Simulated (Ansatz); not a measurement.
**ZrH2 (triplet): the correlation ladder, def2-SVP**

The task here is to estimate one member of a computed series from the others.

Computed with Ansatz 0.2.0, Gaussian basis. Level: def2-SVP, core rule «outside noble gas», up to 4 orbitals frozen.

The runs, in order: UHF; CCSD(T) on ROHF; CCSD(T) on UHF; CISD as a restricted active space (open shells left free, so some higher excitations enter); CCSDT(Q) on ROHF; CCSDT(Q) on UHF; Full CI.

23 further runs of the same task are left out: 9 for a known fault of the program, 6 that didn't finish, 8 set aside as unsound or not needed. Runs told in other sessions of the task aren't counted.

## What is computed

The geometry is a PBE0/def2-TZVP stationary point (not a proven minimum). No spin-orbit coupling is included. Elements past krypton take def2 core potentials.

3 atoms, charge 0, spin multiplicity 3.

Atoms are counted from 1 here; the program's logs count them from 0.

Bond lengths: Zr1–H2 1.963 Å, Zr1–H3 1.963 Å. Angles: H2–Zr1–H3 180.0°.

Set-up of the first run:

Input file in.yaml:

```yaml
crystal:
  periodic: [false, false, false]
  atoms:
    - {symbol: Zr, position_ang: [0.000000, 0.000000, 0.000000]}
    - {symbol: H, position_ang: [0.000000, 0.000000, -1.963300]}
    - {symbol: H, position_ang: [0.000000, 0.000000, 1.963300]}
basis:
  gaussian: {orbitals: def2-SVP}
magnetization: {spin_polarized: true, initial_magnetization: 2}
hamiltonian: {xc: hf}
output: {orbitals: {seedname: orbitals}}
```

The run is started by

```bash
$ ansatz run in.yaml --threads 1 --pin off --events-out ev --progress --plain --max-ram 2393MiB
```

Steps of the session up to this table: UHF; CCSD(T) on ROHF; CCSD(T) on UHF; CISD as a restricted active space (open shells left free, so some higher excitations enter); CCSDT(Q) on ROHF; CCSDT(Q) on UHF; Full CI.

One table of the session follows, with a row left open; its other results are not shown here.

| method | from FCI (kJ/mol) |
| --- | --- |
| ROHF | +205.2 |
| UHF | +195.6 |
| RMP2 | +52.3 |
| UMP2 | +45.2 |
| CISD | +9.6 |
| RCCSD | +4.3 |
| UCCSD | -2.5 |
| RCCSD(T) | +1.4 |
| UCCSD(T) | -5.4 |
| RCCSDT | ? |
| UCCSDT | -6.7 |
| RCCSDT(Q) | 0.0 |
| UCCSDT(Q) | -6.8 |
| FCI | 0 |

**Question.** Estimate the row for RCCSDT.

**Answer.** from FCI (kJ/mol): +0.1. In the column «from FCI (kJ/mol)» it lies between FCI (0) and RCCSD(T) (+1.4).

Limits of these values: UCCSD, UCCSD(T), UCCSDT, UCCSDT(Q) fall below full CI: unrestricted runs freeze a spin-polarised core, another one than full CI's, and coupled cluster isn't variational. Levels on UHF freeze UHF's core orbitals, full CI those of ROHF, so the U rows can settle a little off it for that reason alone. Restricted and unrestricted rows rest on different reference determinants; a gap between their highest levels can come from leftover correlation error, from unlike frozen cores or from another state.
